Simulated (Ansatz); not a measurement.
# Al: the cost of one run

Method: DFT PBEsol+D3(BJ), scalar-relativistic, plane waves, PAW, in Ansatz 0.2.0.

40 further runs of the same task are left out: 40 set aside as unsound or not needed. Runs told in other sessions of the task aren't counted.

**1. Starting point**

The structure is hexagonal, space group P6_3/mmc (No. 194). The conventional cell has a = 2.801 Å, b = 2.801 Å, c = 9.192 Å, α = 90.00°, β = 90.00°, γ = 120.00°. Around Al (site symmetry -3m) lie 12 Al at 2.80 to 2.81 Å. Al (site symmetry -6m2) is surrounded by 12 Al at 2.80 to 2.81 Å.

Coordinates:

```
CELL_PARAMETERS angstrom
2.80078 0.00000 0.00000
-1.40039 2.42555 0.00000
0.00000 0.00000 9.19202
ATOMIC_POSITIONS crystal
Al 0.00000 0.00000 0.00000
Al 0.33333 0.66667 0.25000
Al 0.00000 0.00000 0.50000
Al 0.66667 0.33333 0.75000
```

It goes back to an entry of the Materials Project, which need not be the stable form.

This cell was relaxed beforehand with the same method: volume 15.61 Å³/atom, gap on the mesh none (metal).

**2. What is varied**

The energy is mapped over volume and the cell's shape.

First coordinate, volume per atom: 9 values from 14.362 to 16.860 Å³. Second coordinate, c/a of the conventional cell: 9 values from 3.029 to 3.556.

Nothing else is relaxed (symmetry fixes all fractional coordinates). Energies count from the relaxed crystal. Points are written as (first, second).

**3. Point (14.362 Å³, 3.485)**

File input.yaml:

```yaml
crystal:
  lattice:
    - [2.6699392013, 0.0, 0.0]
    - [-1.3349696006, 2.3122351749, 0.0]
    - [0.0, 0.0, 9.3055390983]
  atoms:
    - { symbol: Al, position: [0.0, 0.0, 0.0] }
    - { symbol: Al, position: [0.3333333333, 0.6666666667, 0.25] }
    - { symbol: Al, position: [0.0, 0.0, 0.5] }
    - { symbol: Al, position: [0.6666666667, 0.3333333333, 0.75] }
basis:
  ecutwfc: 420
kpoints:
  mp_grid: { grid: [18, 18, 6] }
hamiltonian:
  xc: pbesol
  pseudopotentials: { kind: paw, azcp: { folder: soft_1 } }
  dispersion: d3bj
scf:
  occupations: { method: gaussian, width: 0.15 }
output:
  forces: true
  stress: true
  eigenvalues: true
```

The run is started by

```console
> ansatz run input.yaml --threads 2 --pin off --max-ram 4096MiB --backend cpu --events-out ev --progress --plain --runs-dir out
```

**Question.** How long does this run take on 2 threads of Intel Xeon at 2.50GHz (Skylake/Cascade Lake), shared host, and how much memory does it need?

About 5.3 s, with a peak of 0.38 GiB.
